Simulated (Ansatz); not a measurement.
# C4H9Br: vertical ionisation energy

The task here is to estimate one member of a computed series from the others.

Program: Ansatz 0.2.0, Gaussian basis. Level of theory: unrestricted cation, the program's frozen cores in correlated methods. These are calculated values, not measurements.

The runs, in order: UKS PBE-D4/def2-TZVPP; UKS r2SCAN-D4/def2-TZVPP; UKS PBE0-D4/def2-TZVPP; UKS B3LYP-D4/def2-TZVPP; UKS wB97X-V/def2-TZVPP; UKS wB97M-V/def2-TZVPP; UKS B2PLYP/def2-TZVPP; UHF-CCSD(T)/def2-TZVPP; UHF-MP2/def2-QZVPP; extrapolation to the limit; then −ε(HOMO) from the neutral's earlier runs with LDA (SPW92), PBE-D4, revPBE-D4, BLYP-D4, r2SCAN-D4, B97M-V, PBE0-D4, B3LYP-D4, r2SCANh-D4, r2SCAN0-D4, HSE06-D4, BHLYP-D4, CAM-B3LYP-D4, LC-ωPBE, ωB97X-V, ωB97M-V.

## The relaxed structure

The geometry comes from an earlier relaxation with PBE0-D4 in a triple-zeta def2 set; it is a stationary point, not always the lowest conformer.

SMILES `CCC(C)Br`, 14 atoms, charge 0, spin multiplicity 1.

Atoms are counted from 1 here; the program's logs count them from 0.

Bond lengths: C1–C2 1.516 Å, C1–H6 1.092 Å, C1–H7 1.091 Å, C1–H8 1.094 Å, C2–C3 1.514 Å, C2–H9 1.098 Å, C2–H10 1.095 Å, C3–C4 1.509 Å, C3–Br5 1.972 Å, C3–H11 1.091 Å, C4–H12 1.095 Å, C4–H13 1.092 Å, C4–H14 1.090 Å. Angles: C2–C1–H6 110.8°, C2–C1–H7 111.1°, C2–C1–H8 111.1°, H6–C1–H7 108.1°, H6–C1–H8 107.8°, H7–C1–H8 107.8°, C1–C2–C3 114.9°, C1–C2–H9 109.5°, C1–C2–H10 110.6°, C3–C2–H9 106.2°, C3–C2–H10 108.9°, H9–C2–H10 106.3°, C2–C3–C4 113.4°, C2–C3–Br5 110.2°, C2–C3–H11 110.3°, C4–C3–Br5 108.6°, C4–C3–H11 110.8°, Br5–C3–H11 103.0° and more.

The first run:

Contents of in.yaml:

```yaml
crystal:
  periodic: [false, false, false]
  atoms:
    - {symbol: C, position_ang: [-0.993306, 1.673525, 0.123777]}
    - {symbol: C, position_ang: [0.103717, 0.659160, 0.381673]}
    - {symbol: C, position_ang: [-0.072244, -0.665560, -0.329000]}
    - {symbol: C, position_ang: [0.962256, -1.694121, 0.057142]}
    - {symbol: Br, position_ang: [-0.001777, -0.403286, -2.282049]}
    - {symbol: H, position_ang: [-0.826885, 2.581076, 0.707375]}
    - {symbol: H, position_ang: [-1.031708, 1.951506, -0.930883]}
    - {symbol: H, position_ang: [-1.972609, 1.273456, 0.400723]}
    - {symbol: H, position_ang: [0.145138, 0.428525, 1.454218]}
    - {symbol: H, position_ang: [1.081540, 1.074929, 0.118219]}
    - {symbol: H, position_ang: [-1.080785, -1.050775, -0.169294]}
    - {symbol: H, position_ang: [0.891286, -1.892739, 1.131457]}
    - {symbol: H, position_ang: [1.969757, -1.332173, -0.157672]}
    - {symbol: H, position_ang: [0.812919, -2.632623, -0.476786]}
basis:
  gaussian: {orbitals: def2-TZVPP}
total_charge: 1
magnetization: {spin_polarized: true, initial_magnetization: 1}
hamiltonian: {xc: pbe, dispersion: d4}
```

The run is started by

```console
ansatz run in.yaml --threads 2 --pin off --events-out ev --progress --plain --max-ram 22528MiB --backend cuda --devices 0, --max-vram 18GiB
```

Steps of the session up to this table: Cation, UKS PBE-D4/def2-TZVPP; Cation, UKS r2SCAN-D4/def2-TZVPP; Cation, UKS PBE0-D4/def2-TZVPP; Cation, UKS B3LYP-D4/def2-TZVPP; Cation, UKS wB97X-V/def2-TZVPP; Cation, UKS wB97M-V/def2-TZVPP; Cation, UKS B2PLYP (frozen core)/def2-TZVPP; Cation, UHF-CCSD(T)/def2-TZVPP; Cation, UHF-MP2/def2-QZVPP.

One of the session's tables, all rows but one given; the rest of the session is left out.

Orbital estimates, from the neutral's runs:

| functional | −ε(HOMO) (eV) |
| --- | --- |
| LDA (SPW92) | 6.61 |
| PBE-D4 | 6.46 |
| revPBE-D4 | 6.40 |
| BLYP-D4 | 6.30 |
| r2SCAN-D4 | 6.75 |
| B97M-V | 6.88 |
| PBE0-D4 | 7.74 |
| B3LYP-D4 | 7.49 |
| r2SCANh-D4 | ? |
| r2SCAN0-D4 | 7.94 |
| HSE06-D4 | 7.34 |
| BHLYP-D4 | 8.88 |
| CAM-B3LYP-D4 | 9.10 |
| LC-ωPBE | 10.51 |
| ωB97X-V | 10.15 |
| ωB97M-V | 10.02 |

**Question.** Estimate the row for r2SCANh-D4.

Worked estimate for «−ε(HOMO) (eV)». Against the share of exact exchange, r2SCAN-D4 (0, 6.75), r2SCAN0-D4 (0.25, 7.94) give a slope of 4.76 per unit share; at 0.1 the line stands at 7.23.

As computed: −ε(HOMO) (eV): 7.23. In «−ε(HOMO) (eV)» the line misses by 0.00.

Caveats from the session: The cation may have settled in a state other than its lowest; no search over hole states beyond the program's own was made.
